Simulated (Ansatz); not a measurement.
Sn, space group I4_1/amd, an equation of state with a fit

With Ansatz's Python interface.

The cells in order, each with its output:

```python
import ansatz as az
import numpy as np
from scipy.optimize import curve_fit

SIGMA = 0.1
XC = "PBE"
ECUT = 500
MESH = (10, 10, 10)
```

```python
VECTORS = np.array([
    [-2.919644, 2.919644, 1.5938],
    [2.919644, -2.919644, 1.5938],
    [2.919644, 2.919644, -1.5938],
])
SITES = [
    ("Sn", (0.0, 0.0, 0.0)),
    ("Sn", (0.75, 0.25, 0.5)),
]
```

```python
def on_lattice(cell):
    crystal = az.Crystal(lattice=az.Lattice.of(cell))
    for symbol, position in SITES:
        crystal = crystal.atom(symbol, position)
    return crystal
```

```python
def vinet(v, e0, v0, b0, b1):
    eta = (v / v0) ** (1 / 3)
    return e0 + 2 * b0 * v0 / (b1 - 1) ** 2 * (2 - (5 + 3 * b1 * (eta - 1) - 3 * eta) * np.exp(-1.5 * (b1 - 1) * (eta - 1)))
```

```python
# scale the volume, keep shape and fractions
volumes, energies = [], []
for scale in np.linspace(0.95, 1.07, 5):
    cell = VECTORS * scale ** (1 / 3)
    job = (
        on_lattice(cell).calculation()
        .pseudopotentials("paw")
        .occupations(az.OccupationsMethod.COLD, width=SIGMA)
        .functional(XC)
        .basis(ECUT)
        .kpoints(*MESH)
    )
    data = job.run().report
    volumes.append(abs(np.linalg.det(cell)) / len(SITES))
    energies.append(data["free_energy_ev"] / len(SITES))
    print(f"V = {volumes[-1]:8.4f} A^3/atom  F = {energies[-1]:.5f} eV/atom")

guess = (min(energies), volumes[int(np.argmin(energies))], 0.5, 4.5)
(e0, v0, b0, b1), _ = curve_fit(vinet, np.array(volumes), np.array(energies), p0=guess, maxfev=20000)
print(f"Vinet fit: V0 = {v0:.4f} A^3/atom, B0 = {160.21766 * b0:.1f} GPa, B1 = {b1:.2f}")
print("largest residual", round(1000 * float(np.abs(vinet(np.array(volumes), e0, v0, b0, b1) - energies).max()), 3), "meV/atom")
```

    V =  25.8135 A^3/atom  F = -6024.12895 eV/atom
    V =  26.6287 A^3/atom  F = -6024.15253 eV/atom
    V =  27.4438 A^3/atom  F = -6024.16612 eV/atom
    V =  28.2590 A^3/atom  F = -6024.17127 eV/atom
    V =  29.0742 A^3/atom  F = -6024.16928 eV/atom
    Vinet fit: V0 = 28.4193 A^3/atom, B0 = 47.2 GPa, B1 = 4.92
    largest residual 0.001 meV/atom

A third-order Birch-Murnaghan fit through the 5 points (the script's own form differs a little) has its minimum at 28.42 Å³ an atom, 4.6 % above the typed cell, with a bulk modulus of 47 GPa and dB/dP = 4.8. From that minimum the energy rises by 42.5 meV an atom on the compressed side and 2.1 meV on the expanded side. The window is off centre, so dB/dP is rough.

Caveats:
- Total energies depend on the potentials; only differences at equal settings carry meaning.
- Shape and fractional positions are held along the curve, so the bulk modulus is an upper value where they are free to relax.
- Run time: 30 s on 1 thread of Arm Neoverse V1, with other jobs on the host, peak memory 0.5 GiB.
